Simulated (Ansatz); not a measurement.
# SW: the cost of one run

Method: def2-TZVPP, core rule «outside noble gas», up to 9 orbitals frozen; program: Ansatz 0.2.0, Gaussian basis.

To be run: UHF; CCSD(T) on ROHF; CCSD(T) on UHF; CCSDT(Q) on ROHF; CCSDT(Q) on UHF; CASSCF and MRCISD+Q, 11 electrons in 10 orbitals; CASSCF and NEVPT2, 11 electrons in 10 orbitals.

3 further runs of the same task are left out: 3 set aside as unsound or not needed. Runs told in other sessions of the task aren't counted.

## 1. The system

The geometry is a PBE0/def2-TZVP stationary point (not a proven minimum) of the parent state, kept for this charge and spin. No spin-orbit coupling is included. Elements past krypton take def2 core potentials.

2 atoms, charge 1, spin multiplicity 2.

Atoms are counted from 1 here; the program's logs count them from 0.

Bond lengths: W1–S2 2.053 Å.

## 2. UHF

in.yaml

```yaml
crystal:
  periodic: [false, false, false]
  atoms:
    - {symbol: W, position_ang: [0.000000, 0.000000, 0.000000]}
    - {symbol: S, position_ang: [0.000000, 0.000000, 2.052600]}
basis:
  gaussian: {orbitals: def2-TZVPP}
total_charge: 1
magnetization: {spin_polarized: true, initial_magnetization: 1}
hamiltonian: {xc: hf}
output: {orbitals: {seedname: orbitals}}
```

Launch:

```console
$ ansatz run in.yaml --threads 1 --pin off --events-out ev --progress --plain --max-ram 2816MiB --backend cpu
```

**Question.** How long does this run take on 1 thread of AMD EPYC 7R13, shared host, and how much memory does it need?

About 14 s, with a peak of 0.28 GiB.
